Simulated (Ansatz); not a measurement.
**C₆H₃F₂−: energies up the ladder**

Aim: energies up the ladder, for C₆H₃F₂−, with the cost of each level. Charge -1.

Program: Ansatz 0.2.0. Level of theory: the levels named in each step. These are calculated values, not measurements.

**1. The structure to begin with**

Bond lengths: F1–C2 1.401 Å, C2–C3 1.396 Å, C3–C4 1.396 Å, C4–F5 1.401 Å, C4–C6 1.384 Å, C6–C7 1.386 Å, C2–C8 1.384 Å, C7–C8 1.386 Å, C6–H9 1.086 Å, C7–H10 1.086 Å, C8–H11 1.086 Å. Angles (14 of 16 angles, heavy atoms first): F1–C2–C3 117.2°, F1–C2–C8 114.4°, C3–C2–C8 128.3°, C2–C3–C4 108.4°, C3–C4–F5 117.2°, C3–C4–C6 128.3°, F5–C4–C6 114.4°, C4–C6–C7 118.0°, C6–C7–C8 118.9°, C2–C8–C7 118.0°, C4–C6–H9 121.0°, C7–C6–H9 121.0°, C6–C7–H10 120.5°, C8–C7–H10 120.5°.

Structure file:

```xyz
11

F    -2.3565   -0.9676   -0.1018
C    -1.1247   -0.3034   -0.0457
C     0.0261   -1.0935   -0.0178
C     1.1379   -0.2509    0.0352
F     2.4001   -0.8572    0.0673
C     1.1661    1.1328    0.0644
C    -0.0434    1.8088    0.0346
C    -1.2189    1.0774   -0.0226
H     2.1071    1.6723    0.1095
H    -0.0694    2.8942    0.0553
H    -2.1847    1.5727   -0.0481
```

**2. A rough first relaxation, PBE-D4/def2-SVPD**

The input, input.yaml:

```yaml
crystal:
  periodic: [false, false, false]
  atoms:
    - { symbol: F, position_ang: [-2.35648, -0.96761, -0.10182] }
    - { symbol: C, position_ang: [-1.12469, -0.30342, -0.04566] }
    - { symbol: C, position_ang: [0.02612, -1.09349, -0.01776] }
    - { symbol: C, position_ang: [1.13794, -0.2509, 0.03517] }
    - { symbol: F, position_ang: [2.40008, -0.85717, 0.06727] }
    - { symbol: C, position_ang: [1.1661, 1.13276, 0.0644] }
    - { symbol: C, position_ang: [-0.04343, 1.8088, 0.03463] }
    - { symbol: C, position_ang: [-1.2189, 1.07742, -0.02256] }
    - { symbol: H, position_ang: [2.10714, 1.67226, 0.10948] }
    - { symbol: H, position_ang: [-0.06941, 2.89416, 0.05533] }
    - { symbol: H, position_ang: [-2.18466, 1.5727, -0.04805] }
total_charge: -1
basis:
  gaussian: { orbitals: def2-SVPD }
hamiltonian:
  xc: pbe
  dispersion: d4
relax:
  f_tol: 0.03
  max_steps: 200
```

Run with:

```
> ansatz run input.yaml --threads 8 --pin off --max-ram 22528MiB --backend cpu --events-out ev --progress --plain --runs-dir out
```

After this run come: Relaxation, PBE0-D4/def2-TZVPPD; Frequencies, PBE0-D4/def2-TZVPPD; Single point, PBE-D4/def2-TZVPPD; Single point, r2SCAN-D4/def2-TZVPPD; Single point, B3LYP-D4/def2-TZVPPD; Single point, wB97M-V/def2-TZVPPD; Single point, B2PLYP/def2-TZVPPD; Single point, LDA/def2-TZVPPD; Single point, PBE0-D4/def2-SVPD; Single point, PBE-D4/def2-SVPD; The cation of multiplicity 2 at the same geometry, PBE0-D4/def2-TZVPPD; The cation of multiplicity 2 at the same geometry, PBE-D4/def2-TZVPPD; The cation of multiplicity 2 at the same geometry, r2SCAN-D4/def2-TZVPPD; The cation of multiplicity 2 at the same geometry, B3LYP-D4/def2-TZVPPD; The cation of multiplicity 2 at the same geometry, wB97M-V/def2-TZVPPD; The cation of multiplicity 2 at the same geometry, B2PLYP/def2-TZVPPD.

Q: Predict the outcome of this session. Wanted: F1–C2 at PBE0-D4/def2-TZVPPD; C2–C3 at PBE0-D4/def2-TZVPPD; C2–C8 at PBE0-D4/def2-TZVPPD; frequencies at PBE0-D4/def2-TZVPPD; vertical ionisation energy, B2PLYP/def2-TZVPPD.

**Answer**, as computed:

| quantity | value |
| --- | --- |
| F1–C2 at PBE0-D4/def2-TZVPPD | 1.387 Å |
| C2–C3 at PBE0-D4/def2-TZVPPD | 1.372 Å |
| C2–C8 at PBE0-D4/def2-TZVPPD | 1.390 Å |
| frequencies at PBE0-D4/def2-TZVPPD | 196 to 3182 cm⁻¹ |
| vertical ionisation energy, B2PLYP/def2-TZVPPD | 2.683 eV |

**Reading.** No mode is imaginary, so the geometry is a minimum. For the vertical ionisation energy, PBE-D4/def2-TZVPPD comes nearest to B2PLYP/def2-TZVPPD (-0.04 eV) and r2SCAN-D4/def2-TZVPPD is farthest (-0.20 eV).
